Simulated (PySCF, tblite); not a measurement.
**C₃H₆BO₂P: geometry, infrared bands and NMR shifts**

Aim: predict the infrared bands and NMR shifts of C₃H₆BO₂P (`P[B@@H-]1OC=CC=[O+]1`).

The runs use tblite 0.8.0 and PySCF 2.14.0, with density-fitted response routines of our own; the level of theory stands in each step. All values are computed, except where a source is named. Atoms are numbered from 0 throughout.

### 1 Starting geometry

13 atoms, charge 0, multiplicity 1; geometry from: force field or distance geometry start.

Bonds of the start (Å): P0–B1 1.96, B1–O2 1.45, O2–C3 1.38, C3–C4 1.33, C4–C5 1.44, C5–O6 1.25, O6–B1 1.47, P0–H7 1.46, P0–H8 1.46, B1–H9 1.21, C3–H10 1.08, C4–H11 1.07, C5–H12 1.09.

### 2 Geometry optimisation with GFN2-xTB

Job settings and geometry (Å):

```
{"job": {"kind": "relax", "xc": "GFN2-xTB", "basis": "xTB"}, "charge": 0, "multiplicity": 1}
P      2.399700     0.409800    -0.709900
B      0.868400    -0.706300    -0.223000
O     -0.150600    -0.616300    -1.250100
C     -1.422100    -0.162200    -0.947600
C     -1.788700     0.186100     0.282400
C     -0.800400     0.103600     1.323700
O      0.365600    -0.287500     1.095400
H      3.368500     0.339700     0.381700
H      1.952700     1.785600    -0.935800
H      1.222200    -1.861400    -0.141800
H     -2.163700    -0.109400    -1.725600
H     -2.785700     0.527500     0.493500
H     -1.070600     0.391200     2.339300
```

Run with:

```console
> OMP_NUM_THREADS=1 python probes_run.py task.json out
```

The driver reads the jobs from task.json and runs them one after another.

**Question.** This job is followed by: GFN2-xTB harmonic vibrations, gas phase; GIAO PBE0/pcSseg-1 NMR shielding, non-relativistic, gas phase. Predict these results of the whole session: strongest single infrared mode (GFN2-xTB); zero-point energy (GFN2-xTB); 13C shifts against TMS (PBE0/pcSseg-1, means over atoms taken as alike); 1H shifts against TMS (PBE0/pcSseg-1, means over atoms taken as alike); 31P shifts against H3PO4 (PBE0/pcSseg-1); 11B shifts against BF3·OEt2 (PBE0/pcSseg-1); 17O shifts against H2O (PBE0/pcSseg-1, means over atoms taken as alike); surface potential, 1st and 99th percentile.

**Answer**, as computed:

| quantity | value |
| --- | --- |
| strongest single infrared mode (GFN2-xTB) | 1398 cm⁻¹, 559 km/mol |
| zero-point energy (GFN2-xTB) | 54.1 kcal/mol |
| 13C shifts against TMS (PBE0/pcSseg-1, means over atoms taken as alike) | 187.8, 104.6 ppm |
| 1H shifts against TMS (PBE0/pcSseg-1, means over atoms taken as alike) | 7.55, 5.20, 4.73, 1.47 ppm |
| 31P shifts against H3PO4 (PBE0/pcSseg-1) | -221.0 ppm |
| 11B shifts against BF3·OEt2 (PBE0/pcSseg-1) | 6.9 ppm |
| 17O shifts against H2O (PBE0/pcSseg-1, means over atoms taken as alike) | 287.5 ppm |
| surface potential, 1st and 99th percentile | -1.61 V and 1.71 V |

What this shows: Over 73 steps the energy fell by 0.957 eV; of the close pairs, O2–C3 changed most, 1.384 to 1.265 Å. All 33 modes are real, so the xTB geometry is a minimum. The strongest single mode, at 1398 cm⁻¹, is carried by C3, C5, O6. GFN2-xTB is a fitted tight-binding method: band positions and strengths are rough. Its intensities can rank the bands wrongly. C3, C5 (mean) (alkene carbon bearing oxygen) lies farthest downfield among carbon, at 187.8 ppm; an sp2 carbon further deshielded by the attached heteroatom. The most deshielded hydrogen is H10, H12 (mean) (hydrogen on an alkene carbon bearing oxygen), at 7.55 ppm: attached to an sp2 carbon and in the plane of the double bond. At PBE0/pcSseg-1: Shielding is most anisotropic at O2, O6 (span 543 ppm, paramagnetic term -350 ppm). At PBE0/pcSseg-1, counted by nearest atom on the grid, the HOMO lies on P0 54 %; B1 12 %, the LUMO on C3, C5 about 28 % each; O2, O6 about 13 % each.
